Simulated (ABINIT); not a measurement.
Wanted: the native input for an ABINIT 10.8.3 (patched build) run.

```yaml
Task: single point
Functional: PBEsol
Potentials_or_basis: JTH PAW PBE v2.0
Cutoff: 517 eV
k_mesh: 7 × 7 × 7
Occupations: fermi-dirac, width 0.05 eV
Spin: no spin polarisation
Fine-grid_cutoff: 1034.03 eV
Exchange_and_correlation_inside_the_PAW_spheres: full angular mesh (pawxcdev 0, this build's default; the released program takes 1)
```

Crystal: TaAs.

```
CELL_PARAMETERS angstrom
-1.72181 1.72181 5.86794
1.72181 -1.72181 5.86794
1.72181 1.72181 -5.86794
ATOMIC_POSITIONS crystal
Ta 0.49997 0.49997 0.00000
Ta 0.24997 0.74997 0.50000
As 0.08263 0.08263 0.00000
As 0.83263 0.33263 0.50000
```

The cell is a database's computed one.

The input as run:

run.abi

```
pp_dirpath "./"
pseudos "Ta.GGA_PBE-JTH.xml, As.GGA_PBE-JTH.xml"

acell 6.3531110788 6.3531110788 6.3531110788 Angstrom
rprim
    -0.2710189293     0.2710189293     0.9236327625
     0.2710189293    -0.2710189293     0.9236327625
     0.2710189293     0.2710189293    -0.9236327625
ntypat 2
znucl 73 33
natom 4
typat 1 1 2 2
xred
     0.4999673000     0.4999673000     0.0000000000
     0.2499673000     0.7499673000     0.5000000000
     0.0826321200     0.0826321200     0.0000000000
     0.8326321200     0.3326321200     0.5000000000

ecut 19.0
pawecutdg 38.0

kptopt 1
ngkpt 7 7 7
nshiftk 1
shiftk 0.0 0.0 0.0

ixc -116133

nband 34
occopt 3
tsmear 0.05 eV

nstep 100
tolvrs 1.0e-9

iomode 3
prtwf 0
prtden 0
prteig 0
prtebands 0
enunit 2
```

Potentials or basis: JTH PAW PBE v2.0.

Launch:

```bash
$ abinit run.abi > log 2>&1
```

Results of the run:

| Item | Value |
| --- | --- |
| Pressure | -3.7 GPa |
| Largest force | 0.026 eV/Å |
| Band gap on the k mesh | 0.07 eV, direct |
| Valence electrons inside the program's atomic spheres | Ta 10.56; As 12.82 |

Caveat: the PAW data sets were made with another functional, which shifts forces and pressure a little; spin-orbit coupling is left out, which moves the levels of the heavy elements; an odd mesh through Γ misses points on the zone boundary, where band edges often lie.

Wall time 4.9 min on 1 thread of Arm Neoverse V1, on a shared host, peak memory 0.31 GiB.
